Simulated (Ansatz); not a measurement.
# C2H3NOSe: small, medium and large basis sets

How large a basis does C2H3NOSe need? Two functionals are run in growing sets.

Program: Ansatz 0.2.0, Gaussian basis. Level of theory: one geometry, several basis sets. These are calculated values, not measurements.

The runs, in order: PBE0-D4/def2-SVP; ωB97M-V/def2-SVP; PBE0-D4/def2-QZVPP; ωB97M-V/def2-QZVPP; the functionals' def2-TZVPP values are taken from earlier runs.

### Step 1. The relaxed structure

An earlier PBE0-D4 in a triple-zeta def2 set relaxation fixed the geometry.

8 atoms, charge 0, spin multiplicity 1.

Atoms are counted from 1 here; the program's logs count them from 0.

Bond lengths: N1–C2 1.291 Å, N1–H6 1.022 Å, N1–H7 1.009 Å, C2–C3 1.429 Å, C3–O4 1.331 Å, C3–Se5 1.784 Å, O4–H8 0.970 Å. Angles: C2–N1–H6 122.4°, C2–N1–H7 120.5°, H6–N1–H7 116.6°, N1–C2–C3 117.9°, C2–C3–O4 115.9°, C2–C3–Se5 121.1°, O4–C3–Se5 122.6°, C3–O4–H8 108.1°.

Coordinates:

```
N    -1.0619    0.8644   -0.3019
C    -0.5092   -0.2938   -0.4422
C     0.8277   -0.4594    0.0332
O     1.0220   -1.4612    0.8877
Se    2.1680    0.5175   -0.6237
H    -0.5635    1.6640    0.0937
H    -1.9733    1.0482   -0.6940
H     0.1827   -1.9369    0.9913
```

### Step 2. PBE0-D4 in def2-SVP

The input, in.yaml:

```yaml
crystal:
  periodic: [false, false, false]
  atoms:
    - {symbol: N, position_ang: [-1.061919, 0.864385, -0.301881]}
    - {symbol: C, position_ang: [-0.509227, -0.293808, -0.442180]}
    - {symbol: C, position_ang: [0.827700, -0.459356, 0.033192]}
    - {symbol: O, position_ang: [1.021962, -1.461222, 0.887660]}
    - {symbol: Se, position_ang: [2.168018, 0.517534, -0.623691]}
    - {symbol: H, position_ang: [-0.563465, 1.664035, 0.093738]}
    - {symbol: H, position_ang: [-1.973347, 1.048243, -0.694012]}
    - {symbol: H, position_ang: [0.182678, -1.936913, 0.991272]}
basis:
  gaussian: {orbitals: def2-SVP}
hamiltonian: {xc: pbe0, dispersion: d4}
output: {orbitals: {seedname: orbitals}}
```

Launch:

```sh
ansatz run in.yaml --threads 4 --pin off --events-out ev --progress --plain --max-ram 10444MiB
```

After this run come: ωB97M-V in def2-SVP; PBE0-D4 in def2-QZVPP; ωB97M-V in def2-QZVPP.

Before running them: what should the planned runs give, taken together? Wanted: PBE0-D4: double and triple zeta above quadruple; ωB97M-V: double and triple zeta above quadruple.

**Answer**, as computed:

| quantity | value |
| --- | --- |
| PBE0-D4: double and triple zeta above quadruple | 16.22, 1.67 eV |
| ωB97M-V: double and triple zeta above quadruple | 16.34, 1.61 eV |

In words: PBE0-D4 gains 14.54 eV from double to triple zeta, then 1.67 eV more. These are total energies; as a rule much of such shifts cancels in differences, which this series doesn't test.
